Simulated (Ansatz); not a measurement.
# C4H9GeN: a ladder of functionals and wavefunction methods

One table from this session's results is given with a row withheld; the runs are named, their logs left out.

Computed with Ansatz 0.2.0, Gaussian basis. Level: functionals in def2-TZVPP, the program's frozen cores in correlated methods.

The runs, in order: LDA (SPW92), PBE-D4, revPBE-D4, BLYP-D4, r2SCAN-D4, B97M-V, PBE0-D4, B3LYP-D4, r2SCANh-D4, r2SCAN0-D4, HSE06-D4, BHLYP-D4, CAM-B3LYP-D4, LC-ωPBE, ωB97X-V, ωB97M-V, B2PLYP, PBE-QIDH; CCSD(T)/def2-SVP; CCSD(T)/def2-TZVPP; MP2/def2-QZVPP; extrapolation to the limit; RPA on PBE.

3 further runs of the same task are left out: 3 that didn't finish.

## Structure used throughout

An earlier PBE0-D4 in a triple-zeta def2 set relaxation fixed the geometry.

SMILES `[CH3][Ge]([CH3])([CH3])[C]#N`, 15 atoms, charge 0, spin multiplicity 1.

Atoms are counted from 1 here; the program's logs count them from 0.

Bond lengths: C1–Ge2 1.946 Å, C1–H7 1.092 Å, C1–H8 1.090 Å, C1–H9 1.090 Å, Ge2–C3 1.946 Å, Ge2–C4 1.946 Å, Ge2–C5 1.947 Å, C3–H10 1.090 Å, C3–H11 1.092 Å, C3–H12 1.090 Å, C4–H13 1.090 Å, C4–H14 1.092 Å, C4–H15 1.090 Å, C5–N6 1.152 Å. Angles: Ge2–C1–H7 109.9°, Ge2–C1–H8 110.4°, Ge2–C1–H9 110.4°, H7–C1–H8 108.7°, H7–C1–H9 108.7°, H8–C1–H9 108.7°, C1–Ge2–C3 112.6°, C1–Ge2–C4 112.6°, C1–Ge2–C5 106.1°, C3–Ge2–C4 112.6°, C3–Ge2–C5 106.1°, C4–Ge2–C5 106.1°, Ge2–C3–H10 110.4°, Ge2–C3–H11 109.9°, Ge2–C3–H12 110.4°, H10–C3–H11 108.7°, H10–C3–H12 108.7°, H11–C3–H12 108.7° and more.

As a file:

```
C    -0.96603   -0.42460    1.59276
Ge   -0.01588    0.15605   -0.00289
C     1.89273   -0.21136    0.08805
C    -0.82835   -0.50962   -1.64080
C    -0.19124    2.09412   -0.06122
N    -0.29507    3.24126   -0.09562
H    -0.90536   -1.51047    1.68580
H    -2.01613   -0.13617    1.53590
H    -0.52704    0.02812    2.48241
H     2.39996    0.19354   -0.78825
H     2.06143   -1.28920    0.12381
H     2.32462    0.24044    0.98162
H    -0.31492   -0.10255   -2.51247
H    -0.76165   -1.59868   -1.67164
H    -1.87906   -0.22170   -1.68814
```

The first run:

File in.yaml:

```yaml
crystal:
  periodic: [false, false, false]
  atoms:
    - {symbol: C, position_ang: [-0.966030, -0.424596, 1.592760]}
    - {symbol: Ge, position_ang: [-0.015875, 0.156046, -0.002889]}
    - {symbol: C, position_ang: [1.892726, -0.211362, 0.088049]}
    - {symbol: C, position_ang: [-0.828353, -0.509617, -1.640802]}
    - {symbol: C, position_ang: [-0.191241, 2.094123, -0.061222]}
    - {symbol: N, position_ang: [-0.295066, 3.241259, -0.095624]}
    - {symbol: H, position_ang: [-0.905359, -1.510469, 1.685799]}
    - {symbol: H, position_ang: [-2.016128, -0.136166, 1.535900]}
    - {symbol: H, position_ang: [-0.527044, 0.028118, 2.482406]}
    - {symbol: H, position_ang: [2.399956, 0.193543, -0.788247]}
    - {symbol: H, position_ang: [2.061426, -1.289195, 0.123810]}
    - {symbol: H, position_ang: [2.324620, 0.240445, 0.981618]}
    - {symbol: H, position_ang: [-0.314921, -0.102550, -2.512471]}
    - {symbol: H, position_ang: [-0.761649, -1.598679, -1.671641]}
    - {symbol: H, position_ang: [-1.879063, -0.221701, -1.688144]}
basis:
  gaussian: {orbitals: def2-TZVPP}
hamiltonian: {xc: lda}
output: {orbitals: {seedname: orbitals}}
```

On the command line:

```console
> ansatz run in.yaml --threads 2 --pin off --events-out ev --progress --plain --max-ram 32768MiB --backend cpu
```

Steps of the session up to this table: LDA; PBE-D4 (GGA); revPBE-D4 (GGA); BLYP-D4 (GGA); r2SCAN-D4 (meta-GGA); B97M-V (meta-GGA); PBE0-D4 (hybrid); B3LYP-D4 (hybrid); r2SCANh-D4 (hybrid); r2SCAN0-D4 (hybrid); HSE06-D4 (hybrid); BHLYP-D4 (hybrid); CAM-B3LYP-D4 (range-separated); LC-ωPBE (range-separated); ωB97X-V (range-separated); ωB97M-V (range-separated); B2PLYP (double hybrid); PBE-QIDH (double hybrid).

One of the session's tables, all rows but one given; the rest of the session is left out.

It belongs to the step «Frontier levels by functional». 

```
  functional  HOMO (eV)  gap (eV)
 LDA (SPW92)      -7.71      6.80
      PBE-D4      -7.54      6.88
   revPBE-D4      -7.48      6.92
     BLYP-D4      -7.40      6.85
   r2SCAN-D4      -7.81      7.39
      B97M-V      -7.85      7.44
     PBE0-D4      -8.81      9.13
    B3LYP-D4      -8.57      8.65
  r2SCANh-D4      -8.28      8.22
  r2SCAN0-D4      -8.99      9.46
    HSE06-D4      -8.41      8.35
    BHLYP-D4      -9.96     11.06
CAM-B3LYP-D4     -10.16     11.45
     LC-ωPBE     -11.54     14.13
     ωB97X-V          ?         ?
     ωB97M-V     -11.02     12.93
```

**Question.** Estimate the row for ωB97X-V.

**Answer.** HOMO (eV): -11.16; gap (eV): 13.50. In the column «HOMO (eV)» it lies between LC-ωPBE (-11.54) and ωB97M-V (-11.02).
